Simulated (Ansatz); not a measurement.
# BIr4: the cost of one run

Program: Ansatz 0.2.0. Level of theory: DFT PBE, scalar-relativistic, plane waves, PAW. These are calculated values, not measurements.

### Step 1. Starting point

It takes space group Pm-3m (No. 221, cubic). Conventional cell: a = 3.984 Å, b = 3.984 Å, c = 3.984 Å, α = 90.00°, β = 90.00°, γ = 90.00°. B (site symmetry m-3m) has 6 Ir at 1.99 Å as nearest neighbours. Ir (site symmetry 4/mmm) is surrounded by 2 B at 1.99 Å. Around Ir (site symmetry m-3m) lie 12 Ir at 2.82 Å.

Coordinates:

```
CELL_PARAMETERS angstrom
3.98397 0.00000 0.00000
0.00000 3.98397 0.00000
0.00000 0.00000 3.98397
ATOMIC_POSITIONS crystal
B 0.00000 0.00000 0.00000
Ir 0.50000 0.00000 0.00000
Ir 0.00000 0.50000 0.00000
Ir 0.00000 0.00000 0.50000
Ir 0.50000 0.50000 0.50000
```

Recipe of the guess: species swapped into a database cell of Co4N (Pm-3m, No. 221), with Ir on the Co sites and B on the N sites. Lengths come from tabulated atomic sizes and are only a guess.

### Step 2. The guess as it stands, on a coarse mesh

input.yaml

```yaml
crystal:
  lattice:
    - [3.98396737, 0.0, 0.0]
    - [0.0, 3.98396737, 0.0]
    - [0.0, 0.0, 3.98396737]
  atoms:
    - { symbol: B, position: [0.0, 0.0, 0.0] }
    - { symbol: Ir, position: [0.5, 0.0, 0.0] }
    - { symbol: Ir, position: [0.0, 0.5, 0.0] }
    - { symbol: Ir, position: [0.0, 0.0, 0.5] }
    - { symbol: Ir, position: [0.5, 0.5, 0.5] }
basis:
  ecutwfc: 420
kpoints:
  mp_grid: { grid: [4, 4, 4] }
hamiltonian:
  xc: pbe
scf:
  occupations: { method: gaussian, width: 0.1 }
  lower_state_search: "off"
output:
  forces: true
  stress: true
  eigenvalues: true
```

Run with:

```
$ ansatz run input.yaml --threads 1 --pin off --max-ram 2048MiB --backend cpu --events-out ev --progress --plain --runs-dir out
```

Q: Estimate wall time and peak memory on 1 thread of Intel Xeon 6975P-C (Granite Rapids), shared host.

About 1.3 s, with a peak of 0.34 GiB.
